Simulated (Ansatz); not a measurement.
# SbHF₂ (SMILES [F][SbH][F]): functionals against CCSD(T) at one geometry

The task here is to estimate one member of a computed series from the others.

The runs use Ansatz 0.2.0, Gaussian basis; single points in def2-TZVPP.

Correlated methods freeze the cores. Filled d shells of the heavier atoms are correlated. Core potentials replace the inner electrons past krypton, and spin-orbit coupling is left out.

### The system as given

SMILES `[F][SbH][F]`, 4 atoms, charge 0, spin multiplicity 1.

Atoms are counted from 1 here; the program's logs count them from 0.

Bond lengths: F1–Sb2 1.970 Å, Sb2–F3 1.932 Å, Sb2–H4 1.627 Å. Angles: F1–Sb2–F3 90.3°, F1–Sb2–H4 87.5°, F3–Sb2–H4 86.1°.

Coordinates:

```
F     1.1119   -0.7129    0.9015
Sb   -0.6496   -0.4944    0.0480
F    -0.5239    1.4218    0.2571
H     0.1378   -0.2815   -1.3593
```

Set-up of the first run:

run/in.yaml

```yaml
crystal:
  periodic: [false, false, false]
  atoms:
    - {symbol: F, position_ang: [1.111900, -0.712900, 0.901500]}
    - {symbol: Sb, position_ang: [-0.649600, -0.494400, 0.048000]}
    - {symbol: F, position_ang: [-0.523900, 1.421800, 0.257100]}
    - {symbol: H, position_ang: [0.137800, -0.281500, -1.359300]}
basis:
  gaussian: {orbitals: def2-TZVPP}
correlation: {method: ccsd_t}
output: {forces: true}
```

No record of the launch command was kept for these runs.

Among the steps run: CCSD(T)/def2-TZVPP; PBE0-D4/def2-TZVPP; wB97M-V/def2-TZVPP; r2SCAN-D4/def2-TZVPP; PBE-D4/def2-TZVPP; revPBE-D4/def2-TZVPP; SPW92/def2-TZVPP.

One of the session's tables, all rows but one given; the rest of the session is left out.

```
   method  RMS force component (eV/Å)  angle to CCSD(T) forces (°)  dipole (D)
  CCSD(T)                       0.961                    reference        4.09
  PBE0-D4                           ?                            ?           ?
  wB97M-V                       0.899                          4.5        4.12
r2SCAN-D4                       0.880                         11.8        3.89
   PBE-D4                       0.774                         34.0        3.77
revPBE-D4                       0.758                         40.0        3.75
    SPW92                       0.922                         14.3        3.82
```

**Question.** Estimate the row for PBE0-D4.

As computed: RMS force component (eV/Å): 0.930; angle to CCSD(T) forces (°): 8.3; dipole (D): 4.05. In the column «RMS force component (eV/Å)» it lies between SPW92 (0.922) and CCSD(T) (0.961).
